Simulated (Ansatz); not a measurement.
# FH₃O₃Zr: how energies converge with the basis set

How large a basis does FH₃O₃Zr need? Two functionals are run in growing sets.

The runs use Ansatz 0.2.0, Gaussian basis; one geometry, several basis sets.

The runs, in order: PBE0-D4/def2-SVP; ωB97M-V/def2-SVP; PBE0-D4/def2-QZVPP; ωB97M-V/def2-QZVPP; the functionals' def2-TZVPP values are taken from earlier runs.

## Step 1: The relaxed structure

An earlier PBE0-D4 in a triple-zeta def2 set relaxation fixed the geometry. Zr takes the def2 core potential; no spin-orbit term is included.

SMILES `[OH][Zr]([OH])([OH])[F]`, 8 atoms, charge 0, spin multiplicity 1.

Atoms are counted from 1 here; the program's logs count them from 0.

Bond lengths: O1–Zr2 1.920 Å, O1–H6 0.952 Å, Zr2–O3 1.920 Å, Zr2–O4 1.920 Å, Zr2–F5 1.921 Å, O3–H7 0.952 Å, O4–H8 0.952 Å. Angles: Zr2–O1–H6 167.4°, O1–Zr2–O3 110.4°, O1–Zr2–O4 110.4°, O1–Zr2–F5 108.5°, O3–Zr2–O4 110.4°, O3–Zr2–F5 108.6°, O4–Zr2–F5 108.6°, Zr2–O3–H7 167.1°, Zr2–O4–H8 167.4°.

As a file:

```mol
FH3O3Zr
  3D, bonds by distance, orders not assigned

  8  7  0  0  0  0  0  0  0  0999 V2000
   -1.1055    1.3685    0.5213 O   0  0
    0.1053    0.1490   -0.3348 Zr  0  0
    1.6757   -0.1004    0.7417 O   0  0
   -0.7586   -1.5352   -0.6563 O   0  0
    0.6340    0.8970   -2.0233 F   0  0
   -1.5901    1.9331    1.1147 H   0  0
    2.3667   -0.4142    1.3159 H   0  0
   -1.3274   -2.2978   -0.6791 H   0  0
  1  2  8  0
  2  3  8  0
  2  4  8  0
  2  5  8  0
  1  6  8  0
  3  7  8  0
  4  8  8  0
M  END
```

## Step 2: PBE0-D4 in def2-SVP

in.yaml reads:

```yaml
crystal:
  periodic: [false, false, false]
  atoms:
    - {symbol: O, position_ang: [-1.105518, 1.368508, 0.521258]}
    - {symbol: Zr, position_ang: [0.105328, 0.148953, -0.334767]}
    - {symbol: O, position_ang: [1.675656, -0.100409, 0.741665]}
    - {symbol: O, position_ang: [-0.758633, -1.535173, -0.656261]}
    - {symbol: F, position_ang: [0.633956, 0.897043, -2.023345]}
    - {symbol: H, position_ang: [-1.590060, 1.933068, 1.114652]}
    - {symbol: H, position_ang: [2.366677, -0.414186, 1.315879]}
    - {symbol: H, position_ang: [-1.327407, -2.297804, -0.679072]}
basis:
  gaussian: {orbitals: def2-SVP}
hamiltonian: {xc: pbe0, dispersion: d4}
output: {orbitals: {seedname: orbitals}}
```

Run with:

```console
ansatz run in.yaml --threads 4 --pin off --events-out ev --progress --plain --max-ram 10444MiB
```

After this run come: ωB97M-V in def2-SVP; PBE0-D4 in def2-QZVPP; ωB97M-V in def2-QZVPP.

Before running them: what should the planned runs give, taken together? Wanted: PBE0-D4: double and triple zeta above quadruple; ωB97M-V: double and triple zeta above quadruple.

As calculated:

| quantity | value |
| --- | --- |
| PBE0-D4: double and triple zeta above quadruple | 11.93, 0.60 eV |
| ωB97M-V: double and triple zeta above quadruple | 12.15, 0.57 eV |

What this shows: For PBE0-D4 the step from double to triple zeta gains 11.33 eV and the next only 0.60 eV. Total energies overstate the basis error of differences, where much of it tends to cancel. The LUMO of ωB97M-V is positive and keeps falling with the basis (0.94 to 0.43 eV): an unbound level that the basis holds in place.
